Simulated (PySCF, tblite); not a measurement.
# C₃H₅F₃SeSi: geometry, infrared bands and NMR shifts

Wanted: the infrared bands and NMR shifts of C₃H₅F₃SeSi (`F[C@@H]1C[Si@@H](F)[Se][C@@H]1F`), by calculation.

The runs use tblite 0.8.0 and PySCF 2.14.0, with density-fitted response routines of our own; the level of theory stands in each step. All values are computed, except where a source is named. Atoms are numbered from 0 throughout.

**1. Starting geometry**

13 atoms, charge 0, multiplicity 1; geometry from: force field or distance geometry start.

Bonds of the start (Å): F0–C1 1.40, C1–C2 1.49, C2–Si3 1.86, Si3–F4 1.64, Si3–Se5 2.30, Se5–C6 1.96, C6–F7 1.39, C6–C1 1.48, C1–H8 1.10, C2–H9 1.10, C2–H10 1.12, Si3–H11 1.46, C6–H12 1.10.

**2. Geometry optimisation with GFN2-xTB**

The job: settings as JSON, then the geometry in Å.

```
{"job": {"kind": "relax", "xc": "GFN2-xTB", "basis": "xTB"}, "charge": 0, "multiplicity": 1}
F     -1.229800    -1.738700     0.761400
C     -0.731200    -0.775400    -0.127000
C      0.729500    -0.723900     0.143100
Si     1.451200     0.905300    -0.385300
F      2.463300     0.843700    -1.673300
Se    -0.581700     1.883500    -0.845400
C     -1.440700     0.482100     0.214700
F     -1.287300     0.770400     1.564500
H     -0.985000    -1.156900    -1.127200
H      0.956900    -1.020600     1.175700
H      1.202200    -1.493500    -0.520500
H      1.964300     1.588700     0.797500
H     -2.516100     0.435700     0.004200
```

The run is started by

```console
$ OMP_NUM_THREADS=1 python probes_run.py task.json out
```

This one command runs all jobs of the session in turn.

**Question.** This job is followed by: GFN2-xTB harmonic vibrations, gas phase; GIAO PBE0/pcSseg-1 NMR shielding, non-relativistic, gas phase. What will the session give for the following? strongest single infrared mode (GFN2-xTB); zero-point energy (GFN2-xTB); ¹³C shifts against TMS (PBE0/pcSseg-1); ¹H shifts against TMS (PBE0/pcSseg-1); ¹⁹F shifts against CFCl3 (PBE0/pcSseg-1); ²⁹Si shifts against TMS (PBE0/pcSseg-1); ⁷⁷Se shifts against Me2Se (PBE0/pcSseg-1).

The runs gave:

| quantity | value |
| --- | --- |
| strongest single infrared mode (GFN2-xTB) | 845 cm⁻¹, 220 km/mol |
| zero-point energy (GFN2-xTB) | 48.9 kcal/mol |
| ¹³C shifts against TMS (PBE0/pcSseg-1) | 112.4, 97.9, 20.3 ppm |
| ¹H shifts against TMS (PBE0/pcSseg-1) | 6.58, 6.16, 5.41, 1.87, 1.81 ppm |
| ¹⁹F shifts against CFCl3 (PBE0/pcSseg-1) | -176.1, -182.1, -197.2 ppm |
| ²⁹Si shifts against TMS (PBE0/pcSseg-1) | 40.0 ppm |
| ⁷⁷Se shifts against Me2Se (PBE0/pcSseg-1) | 87 ppm |

**Reading.** Over 59 steps the energy fell by 0.389 eV; of the close pairs, C2–Si3 changed most, 1.859 to 1.902 Å. All 33 modes are real, so the xTB geometry is a minimum. The strongest single mode, at 845 cm⁻¹, moves mainly Si3 and F4. GFN2-xTB is a fitted tight-binding method: band positions and strengths are rough. Its intensities can rank the bands wrongly. The most deshielded carbon is C6 (sp3 CH bonded to F and Se), at 112.4 ppm: pulled downfield by the heteroatom. H12 (hydrogen on an sp3 CH bonded to F and Se) lies farthest downfield among hydrogen, at 6.58 ppm; its carbon carries F, which withdraws density. At PBE0/pcSseg-1: The widest tensor belongs to Se5: span 1001 ppm, with a paramagnetic part of -1331 ppm. Spin-orbit coupling is left out, which matters for shieldings and couplings at and beside the heavy atoms.
